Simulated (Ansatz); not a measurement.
**AgRh under changes of volume**

One of the cells (16.064 Å³/atom); the others are scaled copies at fixed shape and fractional positions:

```
CELL_PARAMETERS angstrom
2.77759 0.00000 0.00000
-1.38879 2.40546 0.00000
0.00000 0.00000 4.80860
ATOMIC_POSITIONS crystal
Ag 0.00000 0.00000 0.50000
Rh 0.66667 0.33333 0.00000
```

The cell comes from a database or a generator and needn't be the stable form of this composition.

| Item | Value |
| --- | --- |
| Program | Ansatz 0.2.0 |
| Functional | HSE06 |
| Potentials or basis | Ansatz PAW |
| Cutoff | 420 eV (not typed: the program's choice for these potentials) |
| k mesh | 6 × 6 × 4 |
| Occupations | fermi-dirac, width 0.05 eV |
| Spin | no spin polarisation |

```csv
volume (Å³/atom),energy over the lowest point (meV/atom),pressure (GPa)
15.100,?,?
15.421,0.00,-0.4
15.743,4.04,-3.6
16.064,14.18,-6.5
16.385,29.70,-8.9
16.707,49.85,-11.1
17.028,73.96,-13.0
```

**Question.** What does the run at 15.100 Å³/atom give?

**Answer.** Energy over the lowest point 2.97 meV/atom; pressure 3.4 GPa.

Worked out: A Birch-Murnaghan fit of order 3 (a polynomial in V^(-2/3)) to the other rows has its minimum at 15.39 Å³/atom, just outside them, with B0 = V·E''(V) = 171 GPa and B' = 5.7 at fixed shape and positions, which overstates the stiffness. It gives 3.06 meV/atom at 15.100 Å³/atom, against the run's 2.97, and -dE/dV = 3.5 GPa, against 3.4.

Energies are extrapolated to zero smearing.

Caveats: all runs use coarse meshes; the PAW data sets come from PBE, with cores solved anew for the run's functional, which leaves a small shift of forces and pressure; the thresholds are loose for stress.
